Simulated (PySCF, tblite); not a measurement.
# C6H15NSi2: geometry, infrared bands and NMR shifts

Aim: predict the infrared bands and NMR shifts of C6H15NSi2 (`C=C(C)/C(C)=C\N([SiH3])[SiH3]`).

Programs: tblite 0.8.0 and PySCF 2.14.0, with density-fitted response routines of our own. Each step states its level of theory. These are calculated values for one molecule in the gas phase, unless marked as measured. Atoms count from 0, in the outputs and in this text.

## Step 1: The starting structure

24 atoms, charge 0, multiplicity 1; geometry from: force field or distance geometry start.

Bonds of the start (Å): C0–C1 1.35, C1–C2 1.51, C1–C3 1.46, C3–C4 1.50, C3–C5 1.35, C5–N6 1.40, N6–Si7 1.72, N6–Si8 1.72, C0–H9 1.08, C0–H10 1.09, C2–H11 1.09, C2–H12 1.09, C2–H13 1.10, C4–H14 1.11, C4–H15 1.10, C4–H16 1.09, C5–H17 1.09, Si7–H18 1.49, Si7–H19 1.48, Si7–H20 1.49, Si8–H21 1.47, Si8–H22 1.50, Si8–H23 1.50.

## Step 2: Optimising the geometry with GFN2-xTB

What the job is given:

```
{"job": {"kind": "relax", "xc": "GFN2-xTB", "basis": "xTB"}, "charge": 0, "multiplicity": 1}
C      1.765600     0.246100     1.524700
C      1.548000    -0.262100     0.292800
C      2.109300    -1.609000    -0.103500
C      0.805800     0.478400    -0.717700
C      1.681000     1.101300    -1.758800
C     -0.535500     0.652700    -0.739000
N     -1.613200     0.219600     0.034100
Si    -3.209600     0.841300    -0.095500
Si    -1.684500    -0.959900     1.284600
H      2.316100    -0.289800     2.285500
H      1.359400     1.220700     1.800500
H      2.872500    -1.494600    -0.869000
H      2.541700    -2.135300     0.750800
H      1.312000    -2.244200    -0.515100
H      1.107400     1.743100    -2.453300
H      2.445200     1.738600    -1.293900
H      2.182000     0.338500    -2.363800
H     -0.893500     1.280800    -1.551400
H     -4.121000    -0.211300    -0.622100
H     -3.185900     1.954200    -1.071400
H     -3.690600     1.378000     1.207100
H     -0.763000    -2.069600     0.980800
H     -1.322300    -0.307600     2.584700
H     -3.038500    -1.590000     1.416300
```

Launch:

```bash
$ OMP_NUM_THREADS=1 python probes_run.py task.json out
```

This one command runs all jobs of the session in turn.

**Question.** This job is followed by: GFN2-xTB harmonic vibrations, gas phase; GIAO PBE0/pcSseg-1 NMR shielding, non-relativistic, gas phase. What will the session give for the following? strongest single infrared mode (GFN2-xTB); zero-point energy (GFN2-xTB); ¹³C shifts against TMS (PBE0/pcSseg-1); ¹H shifts against TMS (PBE0/pcSseg-1, means over atoms taken as alike); ¹⁵N shifts against NH3 (PBE0/pcSseg-1); ²⁹Si shifts against TMS (PBE0/pcSseg-1, means over atoms taken as alike).

**Answer**, as computed:

```
                                                                quantity                                       value
                               strongest single infrared mode (GFN2-xTB)                        834 cm⁻¹, 484 km/mol
                                            zero-point energy (GFN2-xTB)                              115.1 kcal/mol
                                  ¹³C shifts against TMS (PBE0/pcSseg-1)  152.0, 143.3, 127.5, 125.0, 25.7, 22.9 ppm
  ¹H shifts against TMS (PBE0/pcSseg-1, means over atoms taken as alike)      6.17, 5.70, 5.19, 4.60, 1.96, 1.78 ppm
                                  ¹⁵N shifts against NH3 (PBE0/pcSseg-1)                                    40.2 ppm
²⁹Si shifts against TMS (PBE0/pcSseg-1, means over atoms taken as alike)                                   -47.9 ppm
```

What this shows: Relaxing lowered the energy by 0.435 eV in 151 steps; the close pair that moved most is Si8–H22, from 1.499 to 1.463 Å. The lowest mode is imaginary (67i cm⁻¹), so the xTB geometry is not a minimum. The strongest single mode, at 834 cm⁻¹, is spread over many atoms; the largest shares are those of H22, H23. Unscaled tight-binding wavenumbers are off by several per cent, some by more. Its intensities can rank the bands wrongly. The most deshielded hydrogen is H17 (hydrogen on an alkene carbon bearing nitrogen), at 6.17 ppm: olefinic region. At PBE0/pcSseg-1: The widest tensor belongs to C1: span 239 ppm, with a paramagnetic part of -228 ppm.
